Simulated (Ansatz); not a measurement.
# CaPb16: the cost of one run

Program: Ansatz 0.2.0. Level of theory: DFT PBE+D3(BJ), plane waves, PAW, scalar-relativistic, no spin polarisation. These are calculated values, not measurements.

## (1) The system as given

The cell holds 17 atoms (CaPb16): a = 9.900 Å, b = 7.000 Å, c = 16.250 Å, α = 90.00°, β = 90.00°, γ = 90.00°.

Its coordinates follow in the input file.

## (2) End point A

The input, input.yaml:

```yaml
crystal:
  lattice:
    - [9.9, 0.0, 0.0]
    - [0.0, 7.000357, 0.0]
    - [0.0, 0.0, 16.250268]
  atoms:
    - { symbol: Pb, position: [0.25, 0.25, 0.0615374] }
    - { symbol: Pb, position: [0.75, 0.25, 0.0615374] }
    - { symbol: Pb, position: [0.25, 0.75, 0.0615374] }
    - { symbol: Pb, position: [0.75, 0.75, 0.0615374] }
    - { symbol: Pb, position: [0.0, 0.0, 0.1692335] }
    - { symbol: Pb, position: [0.5, 0.0, 0.1692335] }
    - { symbol: Pb, position: [0.0, 0.5, 0.1692335] }
    - { symbol: Pb, position: [0.5, 0.5, 0.1692335] }
    - { symbol: Pb, position: [0.25, 0.25, 0.2769295] }
    - { symbol: Pb, position: [0.75, 0.25, 0.2769295] }
    - { symbol: Pb, position: [0.25, 0.75, 0.2769295] }
    - { symbol: Pb, position: [0.75, 0.75, 0.2769295] }
    - { symbol: Pb, position: [0.0, 0.0, 0.3846255] }
    - { symbol: Pb, position: [0.5, 0.0, 0.3846255] }
    - { symbol: Pb, position: [0.0, 0.5, 0.3846255] }
    - { symbol: Pb, position: [0.5, 0.5, 0.3846255] }
    - { symbol: Ca, position: [0.6693614, 0.8308266, 0.5446229] }
basis:
  ecutwfc: 420.0
kpoints:
  mp_grid: { grid: [2, 3, 1] }
hamiltonian:
  xc: pbe
  dispersion: d3bj
scf:
  occupations: { method: gaussian, width: 0.05 }
  lower_state_search: "off"
relax:
  f_tol: 0.03
  max_steps: 60
  adjacent_minimum: "off"
  constraints: [{ sites: [0, 1, 2, 3] }]
```

On the command line:

```bash
$ ansatz run input.yaml --threads 4 --pin off --max-ram 10240MiB --backend cpu --events-out ev --progress --plain --runs-dir out
```

Q: Estimate wall time and peak memory on 4 threads of Intel Xeon Platinum 8488C (Sapphire Rapids), shared host.

About 2.1 min, with a peak of 2.5 GiB.
